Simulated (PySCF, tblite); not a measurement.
# C6H14N radical: geometry, infrared bands and EPR parameters

What infrared bands and EPR parameters should C6H14N radical (`C[CH]N(CC)CC`) show?

Computed with tblite 0.8.0 and PySCF 2.14.0, with density-fitted response routines of our own, on a single molecule in the gas phase. Atoms count from 0, in the outputs and in this text.

### 1 The molecule as given

21 atoms, charge 0, multiplicity 2; geometry from: force field or distance geometry start.

Bonds of the start (Å): C0–C1 1.50, C1–N2 1.46, N2–C3 1.41, C3–C4 1.49, N2–C5 1.43, C5–C6 1.49, C0–H7 1.12, C0–H8 1.09, C0–H9 1.11, C1–H10 1.12, C3–H11 1.13, C3–H12 1.14, C4–H13 1.13, C4–H14 1.09, C4–H15 1.12, C5–H16 1.12, C5–H17 1.13, C6–H18 1.11, C6–H19 1.13, C6–H20 1.11.

### 2 Optimising the geometry with GFN2-xTB

The job: settings as JSON, then the geometry in Å.

```
{"job": {"kind": "relax", "xc": "GFN2-xTB", "basis": "xTB"}, "charge": 0, "multiplicity": 2}
C     -0.678800     2.635300    -0.322200
C     -0.934000     1.428300     0.534800
N     -0.327800     0.220300    -0.016600
C     -1.145200    -0.871700     0.331800
C     -0.855100    -2.204300    -0.277300
C      1.029600     0.207100     0.417000
C      1.918000    -0.806200    -0.212700
H     -0.103900     3.382400     0.280400
H     -0.065700     2.395000    -1.196100
H     -1.659500     3.093300    -0.569700
H     -0.489700     1.631700     1.537700
H     -2.215800    -0.625200     0.080500
H     -1.109700    -0.994300     1.463300
H     -1.820100    -2.639500    -0.685500
H     -0.165800    -2.198700    -1.124200
H     -0.506200    -2.889300     0.533100
H      1.126400     0.217100     1.533900
H      1.458100     1.206100     0.116300
H      1.786400    -1.833600     0.197000
H      3.003400    -0.564400    -0.005500
H      1.746600    -0.772500    -1.307000
```

Command:

```
> OMP_NUM_THREADS=1 python probes_run.py task.json out
```

This one command runs all jobs of the session in turn.

**Question.** This job is followed by: GFN2-xTB harmonic vibrations, gas phase; UKS B3LYP, pcH-1 on C H N, non-relativistic, mean-field spin-orbit, GIAO. Predict these results of the whole session: strongest single infrared mode (GFN2-xTB); zero-point energy (GFN2-xTB); g(iso) (B3LYP); ⟨S²⟩; largest a(iso) (averaged by class); potential on the surface of density 0.002 e/bohr³, 1st and 99th percentile.

**Answer**, as computed:

| quantity | value |
| --- | --- |
| strongest single infrared mode (GFN2-xTB) | 3066 cm⁻¹, 87 km/mol |
| zero-point energy (GFN2-xTB) | 118.3 kcal/mol |
| g(iso) (B3LYP) | 2.00291 |
| ⟨S²⟩ | 0.753 (exact 0.75) |
| largest a(iso) (averaged by class) | 13C on C1, 128.4 MHz |
| potential on the surface of density 0.002 e/bohr³, 1st and 99th percentile | -0.94 V and 0.70 V |

In words: Over 154 steps the energy fell by 1.516 eV; of the close pairs, C1–N2 changed most, 1.460 to 1.395 Å. No mode is imaginary among the 57: a minimum at this level. The strongest single mode, at 3066 cm⁻¹, moves mainly H10. Unscaled tight-binding wavenumbers are off by several per cent, some by more. Its intensities can rank the bands wrongly. C1 carries the largest spin population, 0.79 e. The isotropic g lies 0.6 ppt above the free-electron value. These values are for one conformer; the search (at its own cheap level) found 2 more, at 0.20, 5.10 kcal/mol, and measured spectra average over such forms.
